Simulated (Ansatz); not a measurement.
# AlFH4SSi: the cost of one run

All numbers are computed with Ansatz 0.2.0 through its Python package. Level of theory: PBE/def2-TZVPP.

### 1 The system

Bond lengths: F1–Si2 1.657 Å, Si2–S3 2.124 Å, S3–Al4 2.201 Å, Si2–H5 1.486 Å, Si2–H6 1.487 Å, Al4–H7 1.583 Å, Al4–H8 1.618 Å. Angles: F1–Si2–S3 107.4°, F1–Si2–H5 111.3°, F1–Si2–H6 110.0°, S3–Si2–H5 109.3°, S3–Si2–H6 110.0°, H5–Si2–H6 108.8°, Si2–S3–Al4 95.1°, S3–Al4–H7 122.5°, S3–Al4–H8 118.8°, H7–Al4–H8 118.3°.

Input file alfh4ssi.xyz:

```xyz
8

F    -1.42200    0.90180    1.15830
Si    0.00960    1.32340    0.43880
S     1.36550   -0.28580    0.73120
Al    0.24580   -1.71350   -0.51430
H    -0.16750    1.55770   -1.01790
H     0.54730    2.56140    1.06260
H     0.45190   -1.82120   -2.08010
H    -0.93850   -2.58100    0.16560
```

### 2 The script

Input file alfh4ssi_ip.py:

```python
from dataclasses import dataclass

import ansatz


@dataclass(frozen=True)
class Settings:
    basis: str = "def2-TZVPP"
    functional: str = "pbe"


cfg = Settings()


def total_energy(molecule, charge=0, unpaired=0):
    calc = (
        molecule.calculation()
        .basis(gaussian=cfg.basis)
        .functional(cfg.functional)
    )
    if charge:
        calc = calc.charge(charge)
    if unpaired:
        calc = calc.spin("collinear", total=unpaired)
    report = calc.run(threads=1).report
    if report["published_state_doubts"]:
        print("  doubts:", report["published_state_doubts"])
    return report["free_energy_ev"]

geometry = ansatz.Crystal.molecule_from_extxyz("alfh4ssi.xyz")

parent = total_energy(geometry, 0, 0)
cation = total_energy(geometry, 1, 1)
print(f"E(N)   = {parent:.5f} eV")
print(f"E(N-1) = {cation:.5f} eV  (1 unpaired)")
print(f"vertical ionisation energy {cation - parent:.3f} eV")
```

### 3 What the engine is handed

The engine receives this input (first run):

```yaml
crystal:
  periodic: [false, false, false]
  atoms:
    - { symbol: F, position_ang: [-1.422, 0.9018, 1.1583] }
    - { symbol: Si, position_ang: [0.0096, 1.3234, 0.4388] }
    - { symbol: S, position_ang: [1.3655, -0.2858, 0.7312] }
    - { symbol: Al, position_ang: [0.2458, -1.7135, -0.5143] }
    - { symbol: H, position_ang: [-0.1675, 1.5577, -1.0179] }
    - { symbol: H, position_ang: [0.5473, 2.5614, 1.0626] }
    - { symbol: H, position_ang: [0.4519, -1.8212, -2.0801] }
    - { symbol: H, position_ang: [-0.9385, -2.581, 0.1656] }
basis:
  gaussian:
    orbitals: def2-TZVPP
hamiltonian:
  xc: pbe
```

### 4 Running it

The run is started by

```sh
> python alfh4ssi_ip.py
```

Q: Estimate wall time and peak memory on 1 thread of Arm Neoverse V1, shared host.

About 26 s, with a peak of 0.46 GiB.
